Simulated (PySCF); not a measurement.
**A gas-phase reaction: C4H16Si6 + CO2 → C5H16O2Si6**

Wanted: the reaction energy for `[SiH2]1C2[SiH2]C3[SiH2]C1[SiH2]C([SiH2]2)[SiH2]3` + `O=C=O` → `O=COC12[SiH2]C3[SiH2]C([SiH2]C([SiH2]3)[SiH2]1)[SiH2]2`.

Programs: PySCF 2.14.0. All values are calculated, for the isolated system unless a continuum is named. Atoms count from 0, parts from 1.

## 1. Starting point

Each species was relaxed by itself at GFN2-xTB.

## 2. Energies of the species: PBE0-D3(BJ)/def2-SVP

What the job is given:

```
{"job": {"kind": "react", "xc": "PBE0", "basis": "def2-SVP", "disp": "d3bj"}, "charge": 0, "multiplicity": 1}
-1 C4H16Si6 charge 0 multiplicity 1
Si     1.847760     1.192620    -0.234510
C      1.443520    -0.449510    -1.102800
Si    -0.103250    -0.271170    -2.193030
C     -1.544570     0.184740    -1.040740
Si    -1.211530     1.841510    -0.170290
C      0.361360     1.615030     0.872940
Si     0.103210     0.271320     2.192460
C     -0.261590    -1.349530     1.268830
Si     1.211070    -1.840790     0.171580
Si    -1.847990    -1.193040     0.233240
H      3.079730     1.068560     0.568660
H      2.084250     2.262720    -1.222960
H      2.284930    -0.711780    -1.744510
H     -0.384040    -1.530230    -2.909420
H      0.096140     0.771940    -3.217340
H     -2.444390     0.292620    -1.646680
H     -1.032330     2.923460    -1.157430
H     -2.353410     2.220540     0.683740
H      0.571690     2.556080     1.381540
H     -1.014860     0.626140     3.087630
H      1.304070     0.130740     3.038210
H     -0.413360    -2.136400     2.007970
H      0.954130    -3.129050    -0.500320
H      2.432360    -2.012460     0.982040
H     -2.159470    -2.469190    -0.439120
H     -3.003410    -0.864880     1.090300

-1 CO2 charge 0 multiplicity 1
O     -1.122550     0.218610     0.001840
C      0.000010     0.000000    -0.000000
O      1.122540    -0.218610    -0.001840

+1 C5H16O2Si6 charge 0 multiplicity 1
O      0.480400     3.681060    -0.643850
C      1.152400     3.481730     0.341900
O      1.311290     2.361050     0.953580
C      0.623620     1.175910     0.434930
Si     2.042650    -0.061230     0.084610
C      1.220400    -1.703520    -0.371340
Si     0.167390    -1.482370    -1.947080
C     -1.166920    -0.205610    -1.528220
Si    -2.298260    -0.843420    -0.150160
C     -1.199670    -1.071580     1.393060
Si     0.156430    -2.363830     1.060880
Si    -0.452530     0.589700     1.906310
Si    -0.434620     1.532190    -1.141110
H      1.722710     4.285130     0.836800
H      2.887870    -0.156450     1.287730
H      2.887420     0.484780    -0.993150
H      2.004060    -2.430790    -0.580750
H      1.022050    -1.044770    -3.066720
H     -0.414680    -2.779060    -2.343360
H     -1.781310    -0.069870    -2.418770
H     -2.925710    -2.130610    -0.506770
H     -3.398670     0.092820     0.146210
H     -1.824790    -1.432170     2.209170
H      0.978060    -2.585330     2.266600
H     -0.443330    -3.662480     0.704680
H      0.405780     0.490870     3.100270
H     -1.466010     1.622700     2.189120
H     -1.616370     2.367600    -0.892350
H      0.360350     1.857550    -2.332220
```

With the program's defaults for keys left out, this is: PBE0-D3(BJ)/def2-SVP reaction energy of separated species, gas phase.

Command:

```sh
$ OMP_NUM_THREADS=1 python cluster_run.py task.json out
```

One launch serves the whole session: the jobs run in the order shown.

Output:

```text
species 1 (C4H16Si6)
coarse grid: 24008 points
cycle   1  E = -1897.1922353217  dE =  8.457e-01  |g| = 6.037e-01  |ddm| = 5.038e+00
cycle   2  E = -1897.1246860594  dE =  6.755e-02  |g| = 7.615e-01  |ddm| = 1.430e+00
cycle   3  E = -1897.2817188913  dE = -1.570e-01  |g| = 1.032e-01  |ddm| = 9.388e-01
cycle   4  E = -1897.2848875920  dE = -3.169e-03  |g| = 2.635e-02  |ddm| = 1.855e-01
cycle   5  E = -1897.2850955937  dE = -2.080e-04  |g| = 2.138e-03  |ddm| = 3.683e-02
cycle   6  E = -1897.2850972364  dE = -1.643e-06  |g| = 3.324e-04  |ddm| = 5.570e-03
final grid: 202344 points
cycle   7  E = -1897.5219290143  dE = -2.716e-05  |g| = 7.607e-03  |ddm| = 3.898e-02
cycle   8  E = -1897.5219087834  dE =  2.023e-05  |g| = 1.144e-02  |ddm| = 2.080e-02
cycle   9  E = -1897.5219450547  dE = -3.627e-05  |g| = 4.871e-04  |ddm| = 1.304e-02
cycle  10  E = -1897.5219451237  dE = -6.903e-08  |g| = 9.817e-05  |ddm| = 8.439e-04
cycle  11  E = -1897.5219451268  dE = -3.149e-09  |g| = 1.161e-05  |ddm| = 1.816e-04
cycle  12  E = -1897.5219451269  dE = -4.184e-11  |g| = 5.276e-06  |ddm| = 2.417e-05
converged SCF energy = -1897.5219451269

species 2 (CO2)
coarse grid: 3264 points
cycle   1  E = -188.0772913972  dE =  6.731e-01  |g| = 8.293e-01  |ddm| = 2.284e+00
cycle   2  E = -187.8817393094  dE =  1.956e-01  |g| = 1.347e+00  |ddm| = 1.259e+00
cycle   3  E = -188.2031762844  dE = -3.214e-01  |g| = 2.147e-02  |ddm| = 8.062e-01
cycle   4  E = -188.2032704268  dE = -9.414e-05  |g| = 8.542e-03  |ddm| = 2.896e-02
cycle   5  E = -188.2032861277  dE = -1.570e-05  |g| = 1.453e-03  |ddm| = 8.609e-03
cycle   6  E = -188.2032864435  dE = -3.158e-07  |g| = 2.968e-04  |ddm| = 8.010e-04
final grid: 33624 points
cycle   7  E = -188.2423431399  dE =  3.005e-06  |g| = 1.019e-02  |ddm| = 1.447e-02
cycle   8  E = -188.2423158146  dE =  2.733e-05  |g| = 1.614e-02  |ddm| = 1.468e-02
cycle   9  E = -188.2423612255  dE = -4.541e-05  |g| = 4.906e-04  |ddm| = 9.188e-03
cycle  10  E = -188.2423612566  dE = -3.112e-08  |g| = 3.059e-04  |ddm| = 4.838e-04
cycle  11  E = -188.2423612745  dE = -1.785e-08  |g| = 3.261e-05  |ddm| = 1.964e-04
cycle  12  E = -188.2423612747  dE = -2.034e-10  |g| = 1.159e-06  |ddm| = 2.248e-05
converged SCF energy = -188.2423612747

species 3 (C5H16O2Si6)
coarse grid: 27272 points
cycle   1  E = -2085.2597443010  dE =  1.683e+00  |g| = 9.234e-01  |ddm| = 5.547e+00
cycle   2  E = -2084.9342418561  dE =  3.255e-01  |g| = 1.563e+00  |ddm| = 2.092e+00
cycle   3  E = -2085.4219166140  dE = -4.877e-01  |g| = 3.181e-01  |ddm| = 1.444e+00
cycle   4  E = -2085.4407357074  dE = -1.882e-02  |g| = 9.550e-02  |ddm| = 3.181e-01
cycle   5  E = -2085.4424627491  dE = -1.727e-03  |g| = 2.038e-02  |ddm| = 9.489e-02
cycle   6  E = -2085.4425612869  dE = -9.854e-05  |g| = 5.263e-03  |ddm| = 2.759e-02
cycle   7  E = -2085.4425678235  dE = -6.537e-06  |g| = 1.966e-03  |ddm| = 7.774e-03
final grid: 235968 points
cycle   8  E = -2085.7167324732  dE = -1.943e-05  |g| = 1.316e-02  |ddm| = 4.717e-02
cycle   9  E = -2085.7166738304  dE =  5.864e-05  |g| = 2.103e-02  |ddm| = 2.913e-02
cycle  10  E = -2085.7167695439  dE = -9.571e-05  |g| = 1.210e-03  |ddm| = 1.874e-02
cycle  11  E = -2085.7167698295  dE = -2.856e-07  |g| = 4.481e-04  |ddm| = 1.359e-03
cycle  12  E = -2085.7167698674  dE = -3.794e-08  |g| = 1.142e-04  |ddm| = 4.896e-04
cycle  13  E = -2085.7167698706  dE = -3.193e-09  |g| = 2.870e-05  |ddm| = 1.650e-04
cycle  14  E = -2085.7167698708  dE = -1.901e-10  |g| = 1.165e-05  |ddm| = 4.371e-05
converged SCF energy = -2085.7167698708

Reaction energy = 26.686 kcal/mol
```

Run time: 59 s. Hardware: 1 thread of AMD EPYC 9R45, shared host; peak memory 1.2 GiB.

Species by species (with the dispersion term, which the log's SCF energies lack):

| ν | species | energy (Eh) | HOMO (eV) |
| --- | --- | --- | --- |
| -1 | [SiH2]1C2[SiH2]C3[SiH2]C1[SiH2]C([SiH2]2)[SiH2]3 | -1897.56498 | -8.19 |
| -1 | O=C=O | -188.24313 | -10.54 |
| +1 | O=COC12[SiH2]C3[SiH2]C([SiH2]C([SiH2]3)[SiH2]1)[SiH2]2 | -2085.76559 | -7.76 |

## 3. Reaction energy: PBE-D4/def2-SVP

Same as in step 2 but for these lines:

```diff
@@ -1,2 +1,2 @@
-{"job": {"kind": "react", "xc": "PBE0", "basis": "def2-SVP", "disp": "d3bj"}, "charge": 0, "multiplicity": 1}
+{"job": {"kind": "react", "xc": "PBE", "basis": "def2-SVP", "disp": "d4"}, "charge": 0, "multiplicity": 1}
 -1 C4H16Si6 charge 0 multiplicity 1
```

Level: PBE-D4/def2-SVP reaction energy of separated species, gas phase.

Output:

```text
species 1 (C4H16Si6)
coarse grid: 24008 points
cycle   1  E = -1896.7743611577  dE =  6.989e-01  |g| = 8.698e-01  |ddm| = 5.168e+00
cycle   2  E = -1896.2877735122  dE =  4.866e-01  |g| = 1.542e+00  |ddm| = 2.831e+00
cycle   3  E = -1896.9583068816  dE = -6.705e-01  |g| = 2.366e-01  |ddm| = 2.180e+00
cycle   4  E = -1896.9756942754  dE = -1.739e-02  |g| = 5.263e-02  |ddm| = 4.264e-01
cycle   5  E = -1896.9765762136  dE = -8.819e-04  |g| = 5.857e-03  |ddm| = 8.436e-02
cycle   6  E = -1896.9765905957  dE = -1.438e-05  |g| = 8.308e-04  |ddm| = 1.389e-02
cycle   7  E = -1896.9765908806  dE = -2.849e-07  |g| = 3.256e-04  |ddm| = 2.832e-03
final grid: 202344 points
cycle   8  E = -1897.2918584391  dE = -2.405e-05  |g| = 1.281e-02  |ddm| = 5.488e-02
cycle   9  E = -1897.2917056105  dE =  1.528e-04  |g| = 2.657e-02  |ddm| = 4.497e-02
cycle  10  E = -1897.2919034180  dE = -1.978e-04  |g| = 1.040e-03  |ddm| = 3.202e-02
cycle  11  E = -1897.2919037511  dE = -3.331e-07  |g| = 1.838e-04  |ddm| = 1.806e-03
cycle  12  E = -1897.2919037622  dE = -1.117e-08  |g| = 2.828e-05  |ddm| = 2.985e-04
cycle  13  E = -1897.2919037624  dE = -1.583e-10  |g| = 1.996e-05  |ddm| = 6.224e-05
converged SCF energy = -1897.2919037624

species 2 (CO2)
coarse grid: 3264 points
cycle   1  E = -188.0522473277  dE =  6.695e-01  |g| = 9.051e-01  |ddm| = 2.363e+00
cycle   2  E = -187.5760508579  dE =  4.762e-01  |g| = 1.844e+00  |ddm| = 1.602e+00
cycle   3  E = -188.1989725939  dE = -6.229e-01  |g| = 7.942e-02  |ddm| = 1.133e+00
cycle   4  E = -188.2004313449  dE = -1.459e-03  |g| = 2.432e-02  |ddm| = 1.037e-01
cycle   5  E = -188.2005597563  dE = -1.284e-04  |g| = 2.328e-03  |ddm| = 2.066e-02
cycle   6  E = -188.2005602955  dE = -5.392e-07  |g| = 1.525e-03  |ddm| = 1.882e-03
final grid: 33624 points
cycle   7  E = -188.2525638873  dE =  2.900e-05  |g| = 1.746e-02  |ddm| = 2.031e-02
cycle   8  E = -188.2523300210  dE =  2.339e-04  |g| = 3.976e-02  |ddm| = 3.220e-02
cycle   9  E = -188.2526091316  dE = -2.791e-04  |g| = 6.618e-03  |ddm| = 2.428e-02
cycle  10  E = -188.2526175771  dE = -8.446e-06  |g| = 6.663e-04  |ddm| = 4.241e-03
cycle  11  E = -188.2526176714  dE = -9.429e-08  |g| = 3.216e-05  |ddm| = 5.321e-04
cycle  12  E = -188.2526176716  dE = -2.059e-10  |g| = 3.682e-06  |ddm| = 2.982e-05
converged SCF energy = -188.2526176716

species 3 (C5H16O2Si6)
coarse grid: 27272 points
cycle   1  E = -2084.8433563501  dE =  1.463e+00  |g| = 1.125e+00  |ddm| = 5.682e+00
cycle   2  E = -2083.7461997728  dE =  1.097e+00  |g| = 2.437e+00  |ddm| = 3.566e+00
cycle   3  E = -2085.0298109567  dE = -1.284e+00  |g| = 6.948e-01  |ddm| = 2.822e+00
cycle   4  E = -2085.1243054684  dE = -9.449e-02  |g| = 1.944e-01  |ddm| = 6.982e-01
cycle   5  E = -2085.1312173120  dE = -6.912e-03  |g| = 6.859e-02  |ddm| = 2.496e-01
cycle   6  E = -2085.1323895309  dE = -1.172e-03  |g| = 1.890e-02  |ddm| = 9.858e-02
cycle   7  E = -2085.1324733260  dE = -8.380e-05  |g| = 8.800e-03  |ddm| = 2.943e-02
cycle   8  E = -2085.1324937571  dE = -2.043e-05  |g| = 1.083e-03  |ddm| = 1.066e-02
cycle   9  E = -2085.1324940127  dE = -2.556e-07  |g| = 3.697e-04  |ddm| = 1.878e-03
final grid: 235968 points
cycle  10  E = -2085.4975016559  dE = -3.595e-06  |g| = 1.973e-02  |ddm| = 6.426e-02
cycle  11  E = -2085.4971761075  dE =  3.255e-04  |g| = 4.304e-02  |ddm| = 5.503e-02
cycle  12  E = -2085.4975829391  dE = -4.068e-04  |g| = 3.616e-03  |ddm| = 4.029e-02
cycle  13  E = -2085.4975855756  dE = -2.636e-06  |g| = 1.342e-03  |ddm| = 3.986e-03
cycle  14  E = -2085.4975859419  dE = -3.663e-07  |g| = 2.569e-04  |ddm| = 1.468e-03
cycle  15  E = -2085.4975859585  dE = -1.659e-08  |g| = 6.820e-05  |ddm| = 3.489e-04
cycle  16  E = -2085.4975859595  dE = -1.033e-09  |g| = 2.718e-05  |ddm| = 9.905e-05
cycle  17  E = -2085.4975859597  dE = -1.846e-10  |g| = 4.774e-06  |ddm| = 3.293e-05
converged SCF energy = -2085.4975859597

Reaction energy = 25.888 kcal/mol
```

It took 2 min on 1 thread of AMD EPYC 9R45, shared host; peak memory 0.68 GiB.

Reaction energy at this level: 25.89 kcal/mol.

## 4. Reaction energy: M06-2X/6-31G

Same as in step 3 but for these lines:

```diff
@@ -1,2 +1,2 @@
-{"job": {"kind": "react", "xc": "PBE", "basis": "def2-SVP", "disp": "d4"}, "charge": 0, "multiplicity": 1}
+{"job": {"kind": "react", "xc": "M06-2X", "basis": "6-31G", "scf": {"guess": "minao", "aux": "def2-universal-jkfit"}}, "charge": 0, "multiplicity": 1}
 -1 C4H16Si6 charge 0 multiplicity 1
```

With the program's defaults for keys left out, this is: M06-2X/6-31G reaction energy of separated species, gas phase.

Output:

```text
species 1 (C4H16Si6)
final grid: 202344 points
cycle   1  E = -1898.4693972950  dE =  1.549e+00  |g| = 4.789e-01  |ddm| = 4.574e+00
cycle   2  E = -1898.4838231527  dE = -1.443e-02  |g| = 4.557e-01  |ddm| = 9.003e-01
cycle   3  E = -1898.5391142712  dE = -5.529e-02  |g| = 6.287e-02  |ddm| = 5.257e-01
cycle   4  E = -1898.5403783763  dE = -1.264e-03  |g| = 1.671e-02  |ddm| = 1.433e-01
cycle   5  E = -1898.5404972204  dE = -1.188e-04  |g| = 1.394e-03  |ddm| = 3.834e-02
cycle   6  E = -1898.5404981390  dE = -9.186e-07  |g| = 1.574e-04  |ddm| = 4.199e-03
cycle   7  E = -1898.5404981539  dE = -1.492e-08  |g| = 2.287e-05  |ddm| = 5.219e-04
cycle   8  E = -1898.5404981541  dE = -1.528e-10  |g| = 2.206e-05  |ddm| = 8.038e-05
converged SCF energy = -1898.5404981541

species 2 (CO2)
final grid: 33624 points
cycle   1  E = -188.2632957158  dE =  8.537e-01  |g| = 8.367e-01  |ddm| = 2.220e+00
cycle   2  E = -188.1765821506  dE =  8.671e-02  |g| = 1.134e+00  |ddm| = 1.256e+00
cycle   3  E = -188.4141727984  dE = -2.376e-01  |g| = 2.190e-02  |ddm| = 6.784e-01
cycle   4  E = -188.4142922324  dE = -1.194e-04  |g| = 7.370e-03  |ddm| = 3.030e-02
cycle   5  E = -188.4143040946  dE = -1.186e-05  |g| = 1.713e-03  |ddm| = 7.120e-03
cycle   6  E = -188.4143049130  dE = -8.185e-07  |g| = 1.908e-04  |ddm| = 2.628e-03
cycle   7  E = -188.4143049051  dE =  7.943e-09  |g| = 2.982e-04  |ddm| = 3.263e-04
cycle   8  E = -188.4143049218  dE = -1.671e-08  |g| = 5.050e-06  |ddm| = 1.826e-04
cycle   9  E = -188.4143049218  dE = -6.679e-12  |g| = 2.199e-07  |ddm| = 9.355e-06
converged SCF energy = -188.4143049218

species 3 (C5H16O2Si6)
final grid: 235968 points
cycle   1  E = -2086.7430674692  dE =  2.591e+00  |g| = 8.576e-01  |ddm| = 5.158e+00
cycle   2  E = -2086.6231843284  dE =  1.199e-01  |g| = 1.233e+00  |ddm| = 1.941e+00
cycle   3  E = -2086.9187437031  dE = -2.956e-01  |g| = 2.050e-01  |ddm| = 1.203e+00
cycle   4  E = -2086.9265050448  dE = -7.761e-03  |g| = 7.060e-02  |ddm| = 2.217e-01
cycle   5  E = -2086.9275041909  dE = -9.991e-04  |g| = 1.230e-02  |ddm| = 7.468e-02
cycle   6  E = -2086.9275474442  dE = -4.325e-05  |g| = 3.936e-03  |ddm| = 2.059e-02
cycle   7  E = -2086.9275513050  dE = -3.861e-06  |g| = 1.857e-03  |ddm| = 7.057e-03
cycle   8  E = -2086.9275524014  dE = -1.096e-06  |g| = 3.976e-04  |ddm| = 3.485e-03
cycle   9  E = -2086.9275524839  dE = -8.251e-08  |g| = 9.387e-05  |ddm| = 1.096e-03
cycle  10  E = -2086.9275524878  dE = -3.883e-09  |g| = 4.663e-05  |ddm| = 2.810e-04
cycle  11  E = -2086.9275524883  dE = -5.639e-10  |g| = 1.513e-05  |ddm| = 6.231e-05
converged SCF energy = -2086.9275524883

Reaction energy = 17.100 kcal/mol
```

Wall time 46 s (1 thread of AMD EPYC 9R45, shared host); peak memory 1 GiB.

Reaction energy at this level: 17.10 kcal/mol.

## 5. Reaction energy: HF/def2-SVP

Same as in step 4 but for these lines:

```diff
@@ -1,2 +1,2 @@
-{"job": {"kind": "react", "xc": "M06-2X", "basis": "6-31G", "scf": {"guess": "minao", "aux": "def2-universal-jkfit"}}, "charge": 0, "multiplicity": 1}
+{"job": {"kind": "react", "xc": "HF", "basis": "def2-SVP", "scf": {"level_shift": 0.3}}, "charge": 0, "multiplicity": 1}
 -1 C4H16Si6 charge 0 multiplicity 1
```

Level: HF/def2-SVP reaction energy of separated species, gas phase.

Output:

```text
species 1 (C4H16Si6)
final grid: 202344 points
cycle   1  E = -1893.6367924878  dE =  1.621e+00  |g| = 6.153e-01  |ddm| = 4.817e+00
cycle   2  E = -1893.7910965850  dE = -1.543e-01  |g| = 2.251e-01  |ddm| = 8.464e-01
cycle   3  E = -1893.8158710249  dE = -2.477e-02  |g| = 8.352e-02  |ddm| = 4.013e-01
cycle   4  E = -1893.8194990081  dE = -3.628e-03  |g| = 2.577e-02  |ddm| = 1.485e-01
cycle   5  E = -1893.8199779953  dE = -4.790e-04  |g| = 8.738e-03  |ddm| = 7.154e-02
cycle   6  E = -1893.8200419483  dE = -6.395e-05  |g| = 3.089e-03  |ddm| = 2.801e-02
cycle   7  E = -1893.8200506082  dE = -8.660e-06  |g| = 1.146e-03  |ddm| = 1.059e-02
cycle   8  E = -1893.8200518663  dE = -1.258e-06  |g| = 4.115e-04  |ddm| = 4.117e-03
cycle   9  E = -1893.8200520379  dE = -1.716e-07  |g| = 1.440e-04  |ddm| = 1.567e-03
cycle  10  E = -1893.8200520598  dE = -2.188e-08  |g| = 5.043e-05  |ddm| = 5.870e-04
cycle  11  E = -1893.8200520625  dE = -2.680e-09  |g| = 1.763e-05  |ddm| = 2.117e-04
cycle  12  E = -1893.8200520628  dE = -3.283e-10  |g| = 6.341e-06  |ddm| = 7.465e-05
level shift removed, Fock matrix diagonalised once more
converged SCF energy = -1893.8200520628

species 2 (CO2)
final grid: 33624 points
cycle   1  E = -187.3287758597  dE =  7.675e-01  |g| = 8.782e-01  |ddm| = 2.098e+00
cycle   2  E = -187.4678948727  dE = -1.391e-01  |g| = 3.291e-01  |ddm| = 7.791e-01
cycle   3  E = -187.4858458319  dE = -1.795e-02  |g| = 5.443e-02  |ddm| = 2.200e-01
cycle   4  E = -187.4867837159  dE = -9.379e-04  |g| = 1.869e-02  |ddm| = 6.448e-02
cycle   5  E = -187.4869520066  dE = -1.683e-04  |g| = 5.614e-03  |ddm| = 2.966e-02
cycle   6  E = -187.4869713417  dE = -1.934e-05  |g| = 1.564e-03  |ddm| = 1.167e-02
cycle   7  E = -187.4869729288  dE = -1.587e-06  |g| = 3.771e-04  |ddm| = 4.048e-03
cycle   8  E = -187.4869730258  dE = -9.704e-08  |g| = 9.910e-05  |ddm| = 1.185e-03
cycle   9  E = -187.4869730319  dE = -6.107e-09  |g| = 2.526e-05  |ddm| = 3.135e-04
cycle  10  E = -187.4869730323  dE = -3.601e-10  |g| = 7.460e-06  |ddm| = 7.601e-05
level shift removed, Fock matrix diagonalised once more
converged SCF energy = -187.4869730323

species 3 (C5H16O2Si6)
final grid: 235968 points
cycle   1  E = -2080.8901183598  dE =  2.712e+00  |g| = 1.044e+00  |ddm| = 5.298e+00
cycle   2  E = -2081.1865238557  dE = -2.964e-01  |g| = 4.092e-01  |ddm| = 1.226e+00
cycle   3  E = -2081.2310036165  dE = -4.448e-02  |g| = 1.213e-01  |ddm| = 4.457e-01
cycle   4  E = -2081.2388964819  dE = -7.893e-03  |g| = 4.450e-02  |ddm| = 2.408e-01
cycle   5  E = -2081.2400811009  dE = -1.185e-03  |g| = 1.671e-02  |ddm| = 9.687e-02
cycle   6  E = -2081.2403007202  dE = -2.196e-04  |g| = 7.669e-03  |ddm| = 4.752e-02
cycle   7  E = -2081.2403486970  dE = -4.798e-05  |g| = 3.430e-03  |ddm| = 2.123e-02
cycle   8  E = -2081.2403607641  dE = -1.207e-05  |g| = 1.521e-03  |ddm| = 1.012e-02
cycle   9  E = -2081.2403635597  dE = -2.796e-06  |g| = 6.655e-04  |ddm| = 4.897e-03
cycle  10  E = -2081.2403640876  dE = -5.278e-07  |g| = 2.801e-04  |ddm| = 2.129e-03
cycle  11  E = -2081.2403641779  dE = -9.035e-08  |g| = 1.195e-04  |ddm| = 9.404e-04
cycle  12  E = -2081.2403641913  dE = -1.342e-08  |g| = 4.749e-05  |ddm| = 3.701e-04
cycle  13  E = -2081.2403641932  dE = -1.855e-09  |g| = 1.690e-05  |ddm| = 1.400e-04
cycle  14  E = -2081.2403641934  dE = -2.647e-10  |g| = 7.830e-06  |ddm| = 5.274e-05
level shift removed, Fock matrix diagonalised once more
converged SCF energy = -2081.2403641934

Reaction energy = 41.830 kcal/mol
```

Wall time 31 s (1 thread of AMD EPYC 9R45, shared host); peak memory 1.1 GiB.

Reaction energy at this level: 41.83 kcal/mol.

## 6. Side by side

Energies in kcal/mol, with wall time:

| run | reaction | time |
| --- | --- | --- |
| PBE0-D3(BJ)/def2-SVP | 26.69 | 59 s |
| PBE-D4/def2-SVP | 25.89 | 2 min |
| M06-2X/6-31G | 17.10 | 46 s |
| HF/def2-SVP | 41.83 | 31 s |

## 7. Results

| quantity | value |
| --- | --- |
| reaction energy (PBE0-D3(BJ)/def2-SVP) | 26.69 kcal/mol |
| ΔH, ΔG at 298 K (xTB thermal terms) | +27.5, +37.3 kcal/mol |
| range of the reaction energy over the runs of this table | 17.10 to 41.83 kcal/mol |

What this shows: The reaction is endothermic by 27.5 kcal/mol in the gas phase; dispersion gives -3.14, and xTB itself gave 13.43 for the electronic energy (xTB energies and thermal terms come from the earlier relaxation of each species, not shown). No barrier was sought. xTB and this level differ widely in the electronic energy, so what comes from xTB (the thermal terms above all) is less safe here. The reaction energy runs from 17.10 (M06-2X/6-31G) to 41.83 kcal/mol (HF/def2-SVP). Some runs hold a dispersion term and some don't.
